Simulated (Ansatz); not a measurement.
# BaCu: densities and their differences

For BaCu at its listed geometry, this session asks how the density differs from that of free atoms, which states sit where and how the density follows a moved atom.

Method: DFT r2SCAN, scalar-relativistic, plane waves, PAW, in Ansatz 0.2.0.

**1. The structure to begin with**

Symmetry: P6_3/mmc, No. 194, hexagonal system. Conventional cell: a = 4.435 Å, b = 4.435 Å, c = 16.861 Å, α = 90.00°, β = 90.00°, γ = 120.00°. Ba (site symmetry 3m) is surrounded by 6 Cu at 3.33 Å. Around Cu (site symmetry -6m2) lie 3 Cu at 2.56 Å.

Coordinates:

```cif
data_structure
_symmetry_space_group_name_H-M 'P 1'
_symmetry_Int_Tables_number 1
_cell_length_a 4.4349
_cell_length_b 4.4349
_cell_length_c 16.8608
_cell_angle_alpha 90.000
_cell_angle_beta 90.000
_cell_angle_gamma 120.000
_cell_volume 287.19
loop_
_atom_site_label
_atom_site_type_symbol
_atom_site_fract_x
_atom_site_fract_y
_atom_site_fract_z
_atom_site_occupancy
Ba1 Ba 0.33333 0.66667 0.37623 1
Ba2 Ba 0.66667 0.33333 0.87623 1
Ba3 Ba 0.66667 0.33333 0.62377 1
Ba4 Ba 0.33333 0.66667 0.12377 1
Cu1 Cu 0.66667 0.33333 0.25000 1
Cu2 Cu 0.33333 0.66667 0.75000 1
Cu3 Cu 0.00000 0.00000 0.75000 1
Cu4 Cu 0.00000 0.00000 0.25000 1
```

The structure comes from the Materials Project (structure only).

**2. The base run**

Contents of input.yaml:

```yaml
crystal:
  lattice:
    - [4.4348778897, 0.0, 0.0]
    - [-2.2174389448, 3.8407169151, 0.0]
    - [0.0, 0.0, 16.86084828]
  atoms:
    - { symbol: Ba, position: [0.33333333, 0.66666667, 0.37622791] }
    - { symbol: Ba, position: [0.66666667, 0.33333333, 0.87622791] }
    - { symbol: Ba, position: [0.66666667, 0.33333333, 0.62377209] }
    - { symbol: Ba, position: [0.33333333, 0.66666667, 0.12377209] }
    - { symbol: Cu, position: [0.66666667, 0.33333333, 0.25] }
    - { symbol: Cu, position: [0.33333333, 0.66666667, 0.75] }
    - { symbol: Cu, position: [0.0, 0.0, 0.75] }
    - { symbol: Cu, position: [0.0, 0.0, 0.25] }
basis:
  ecutwfc: 500
  fft_grid_basis: typed
kpoints:
  mp_grid: { grid: [9, 9, 2] }
hamiltonian:
  xc: r2scan
  pseudopotentials: { kind: paw }
scf:
  occupations: { method: gaussian, width: 0.05 }
output:
  forces: true
  stress: true
  eigenvalues: true
  bader: true
  write_density: true
  volumetric_format: npy
  elf: true
```

Launch:

```bash
> ansatz run input.yaml --threads 2 --pin off --max-ram 4096MiB --backend cpu --events-out ev --progress --plain --runs-dir out
```

**4. Densities by energy window**

The windows are set from the levels of the base run, in eV from its Fermi level.

Edit input.yaml of step 2 so:

```diff
@@ -24,9 +24,27 @@
   occupations: { method: gaussian, width: 0.05 }
+  n_extra_bands: 8
 output:
   forces: true
-  stress: true
+  stress: false
   eigenvalues: true
-  bader: true
-  write_density: true
+  bader: false
+  write_density: false
   volumetric_format: npy
-  elf: true
+  band_densities:
+    - { e_range: [-0.25, 0.25] }
+    - { e_range: [-1.2, 0.0] }
+    - { e_range: [0.0, 1.2] }
+    - { e_range: [-5.51, -3.66] }
+    - { e_range: [-3.66, -1.83] }
+    - { e_range: [-14.65, -14.12] }
+  dos:
+    e_range: [-30, 8]
+    de: 0.02
+    method: { smearing: { sigma: 0.03, scheme: gaussian } }
+    projected: { site_lists: { Ba: [Ba], Cu: [Cu] } }
+checkpoint:
+  read: start.run
+  write: ck
+  compress: false
+  write_wavefunctions: false
+  write_every: 100000
```

**5. Moving Cu8 by 0.15 Å**

The shift is (0.000, 0.150, 0.000) Å; all periodic copies of the atom move with it.

Edit input.yaml of step 2 so:

```diff
@@ -13,3 +13,3 @@
     - { symbol: Cu, position: [0.0, 0.0, 0.75] }
-    - { symbol: Cu, position: [0.0, 0.0, 0.25] }
+    - { symbol: Cu, position: [0.0195276043, 0.0390552085, 0.25] }
 basis:
@@ -31,2 +31 @@
   volumetric_format: npy
-  elf: true
```

(Steps that only read results are left out.)

Before running it: what results should come out? Wanted: gap on the mesh; pressure; Bader charges; the states at the Fermi level; stiffness against the shift of Cu8.

As calculated:

| quantity | value |
| --- | --- |
| gap on the mesh | none (metal) |
| pressure | -0.3 GPa |
| Bader charges | Ba +0.74, Cu -0.75 to -0.74 e |
| the states at the Fermi level | Ba 6s (65 %) and Cu 4s (25 %) |
| stiffness against the shift of Cu8 | 2.5 eV/Å² |

In words: Cu–Cu (2.56 Å): Δρ is +0.06 e/Å³ at the midpoint. Ba–Cu (3.33 Å): Δρ is +0.008 e/Å³ at the midpoint.
